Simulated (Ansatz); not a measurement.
CsLiCr2Te2S3 in Ansatz: the effect of Hubbard term

Crystal: CsLiCr2Te2S3.

```
CELL_PARAMETERS angstrom
3.60358 0.00000 0.00000
-1.80179 3.12079 0.00000
0.00000 0.00000 19.06651
ATOMIC_POSITIONS crystal
Cs 0.00000 0.00000 0.37399
Li 0.66667 0.33333 0.01607
Cr 0.00000 0.00000 0.86637
Cr 0.33333 0.66667 0.16833
Te 0.33333 0.66667 0.53891
Te 0.66667 0.33333 0.77276
S 0.00000 0.00000 0.10030
S 0.33333 0.66667 0.92920
S 0.66667 0.33333 0.23408
```

The cell was built by a generator and needn't be a form met in nature.

Alike in all runs:

| Item | Value |
| --- | --- |
| Program | Ansatz 0.2.0 |
| Task | projected density of states |
| Functional | PBE |
| Potentials or basis | Ansatz PAW |
| Cutoff | 420 eV (not typed: the program's choice for these potentials) |
| k mesh | 9 × 9 × 2 |
| Occupations | fermi-dirac, width 0.05 eV |
| Spin | collinear spin, ferromagnetic start |
| Starting moments | [0.0, 0.0, 3.0, 3.0, 0.0, 0.0, 0.0, 0.0, 0.0] μB |
| Hubbard projectors | ortho-atomic (the default) |
| Double counting | fll (the default) |

| Hubbard term | pressure (GPa) | moment (μB) | largest force (eV/Å) |
| --- | --- | --- | --- |
| Cr d U = 2 eV | 1.3 | 5.93 | 0.40 |
| Cr d U = 4 eV | 2.6 | 6.09 | 0.77 |
| Cr d U = 6 eV | ? | ? | ? |
| Cr d U = 8 eV | 5.4 | 6.15 | 1.41 |

Task: What does the run with Hubbard term Cr d U = 6 eV give?

Result: Pressure 4.0 GPa; moment 6.12 μB; largest force 1.10 eV/Å.

Worked out: A straight line through the other rows of the pressure, of slope 0.686 GPa per eV, gives 4.0 GPa, against the run's 4.0. The moment follows no smooth curve through the other rows. A straight line through the other rows of the largest force, of slope 0.167 eV/Å per eV, gives 1.08 eV/Å, against the run's 1.10.

Caveats: the magnetic or orbital state may not be the lowest; only a ferromagnetic start was run, and an antiferromagnetic order may lie lower in energy; the density of states is complete only up to the lowest level of the last band computed; forces of over 1 eV/Å show positions far from the minimum, so gaps and moduli don't describe the material at rest (some runs).
